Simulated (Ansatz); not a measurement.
# Fe2O3 (Hematite): the cost of one run

Method: DFT PBE+U (U_eff = 4 eV on Fe 3d), scalar-relativistic, plane waves, PAW, in Ansatz 0.2.0.

### 1 The structure to begin with

Symmetry: R-3c, No. 167, trigonal system. Conventional cell: a = 5.038 Å, b = 5.038 Å, c = 13.772 Å, α = 90.00°, β = 90.00°, γ = 120.00°. Fe (site symmetry 3) has 6 O at 1.95 to 2.12 Å as nearest neighbours. O (site symmetry 2) has 4 Fe at 1.95 to 2.12 Å as nearest neighbours.

Structure file:

```
Fe O
1.0
     2.51900    1.45435    4.59067
    -2.51900    1.45435    4.59067
     0.00000   -2.90869    4.59067
Fe O
4 6
Cartesian
  0.0000 0.0000 4.8932
  0.0000 0.0000 1.9928
  0.0000 0.0000 8.8788
  0.0000 0.0000 11.7792
  -0.9779 1.4543 8.0337
  -0.7706 -1.5740 8.0337
  1.7484 0.1197 8.0337
  0.9779 -1.4543 5.7383
  0.7706 1.5740 5.7383
  -1.7484 -0.1197 5.7383
```

The moments start at Fe 5.00 μB.

### 2 First run, at the start cell

The input, input.yaml:

```yaml
crystal:
  lattice:
    - [2.519, 1.4543453281, 4.5906666667]
    - [-2.519, 1.4543453281, 4.5906666667]
    - [0.0, -2.9086906562, 4.5906666667]
  atoms:
    - { symbol: Fe, position: [0.3553, 0.3553, 0.3553], spin: 5.0 }
    - { symbol: Fe, position: [0.1447, 0.1447, 0.1447], spin: 5.0 }
    - { symbol: Fe, position: [0.6447, 0.6447, 0.6447], spin: 5.0 }
    - { symbol: Fe, position: [0.8553, 0.8553, 0.8553], spin: 5.0 }
    - { symbol: O, position: [0.5559, 0.9441, 0.25] }
    - { symbol: O, position: [0.25, 0.5559, 0.9441] }
    - { symbol: O, position: [0.9441, 0.25, 0.5559] }
    - { symbol: O, position: [0.4441, 0.0559, 0.75] }
    - { symbol: O, position: [0.75, 0.4441, 0.0559] }
    - { symbol: O, position: [0.0559, 0.75, 0.4441] }
basis:
  ecutwfc: 420
  ecutrho_ratio: 4
kpoints:
  mp_grid: { grid: [4, 4, 4] }
hamiltonian:
  xc: pbe
  hubbard: { sites: [{ species: Fe, l: d, u_eff: 4.0 }] }
scf:
  occupations: { method: gaussian, width: 0.05 }
output:
  forces: true
  stress: true
  eigenvalues: true
  populations: true
  hubbard: { sites: [{ species: Fe, l: d }] }
magnetization:
  spin_polarized: true
```

Started as:

```sh
$ ansatz run input.yaml --threads 4 --pin off --max-ram 10240MiB --backend cpu --events-out ev --progress --plain --runs-dir out
```

**Question.** How long does this run take on 4 threads of Intel Xeon Platinum 8375C at 2.90GHz (Ice Lake), shared host, and how much memory does it need?

About 9 s, with a peak of 0.67 GiB.
